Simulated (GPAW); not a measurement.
The system is HPbNO4.

```
CELL_PARAMETERS angstrom
3.85404 0.14384 0.09012
-0.25320 5.52698 0.16471
-0.48197 -1.92720 5.72025
ATOMIC_POSITIONS crystal
H 0.10913 0.65718 0.54463
Pb 0.61029 0.52127 0.15100
N 0.91580 0.96263 0.95867
O 0.01384 0.13639 0.88084
O 0.72398 0.01057 0.12858
O 0.00389 0.73732 0.87043
O 0.11927 0.59324 0.37651
```

The cell was built by a generator and needn't be a form met in nature.

Base run:

```yaml
Program: GPAW 26.7.0
Functional: PW91
Potentials_or_basis: PAW data sets generated in the run's folder for this functional
Cutoff: 800 eV
Basis: pw
k_mesh: 5 × 4 × 4
Occupations: fermi-dirac, width 0.05 eV
Spin: no spin polarisation
```

Its results: band gap on the k mesh 3.13 eV, indirect (least direct gap 3.20 eV); pressure -0.5 GPa; largest force 0.115 eV/Å.

After a change of settings the same cell gave: band gap on the k mesh 3.15 eV, indirect (least direct gap 3.22 eV); pressure -2.0 GPa; largest force 0.554 eV/Å. Which change was it?
A. functional from PW91 to LDA; potentials or basis from PAW data sets generated in the run's folder for this functional to the program's PAW data sets (release 1.2.1) made for this functional
B. functional from PW91 to RPBE; potentials or basis from PAW data sets generated in the run's folder for this functional to the program's PAW data sets (release 1.2.1) made for this functional
C. functional from PW91 to AM05
D. functional from PW91 to r2SCAN; potentials or basis from PAW data sets generated in the run's folder for this functional to GPAW PAW data sets (gpaw-data 1.2.1)

C.

AM05 binds more tightly than PW91, so the same cell stands under less pressure.

Caveats: spin-orbit coupling is left out, which as a rule narrows the gap of such compounds by several tenths of an eV.
